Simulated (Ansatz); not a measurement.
# N2Zr: the cost of one run

Program: Ansatz 0.2.0, Gaussian basis. Level of theory: def2-TZVPP, core rule «outside noble gas», up to 6 orbitals frozen. These are calculated values, not measurements.

To be run: UHF; CCSD(T) on ROHF; CCSD(T) on UHF; CCSDT(Q) on ROHF; CCSDT(Q) on UHF.

8 further runs of the same task are left out: 4 for a known fault of the program, 1 that didn't finish, 3 set aside as unsound or not needed.

## 1. The system

The geometry is a PBE0/def2-TZVP stationary point (not a proven minimum) of the parent state, kept for this charge and spin. No spin-orbit coupling is included. Elements past krypton take def2 core potentials.

3 atoms, charge 1, spin multiplicity 4.

Atoms are counted from 1 here; the program's logs count them from 0.

Bond lengths: Zr1–N2 1.953 Å, Zr1–N3 1.953 Å. Angles: N2–Zr1–N3 98.3°.

## 2. UHF

in.yaml reads:

```yaml
crystal:
  periodic: [false, false, false]
  atoms:
    - {symbol: Zr, position_ang: [0.000000, -0.300016, 0.000000]}
    - {symbol: N, position_ang: [0.000000, 0.976983, -1.477033]}
    - {symbol: N, position_ang: [0.000000, 0.976983, 1.477033]}
basis:
  gaussian: {orbitals: def2-TZVPP}
total_charge: 1
magnetization: {spin_polarized: true, initial_magnetization: 3}
hamiltonian: {xc: hf}
output: {orbitals: {seedname: orbitals}}
```

The run is started by

```console
$ ansatz run in.yaml --threads 1 --pin off --events-out ev --progress --plain --max-ram 4096MiB --backend cpu
```

What time and memory should one allow on 1 thread of AMD EPYC 7R13, shared host?

About 31 s, with a peak of 0.27 GiB.
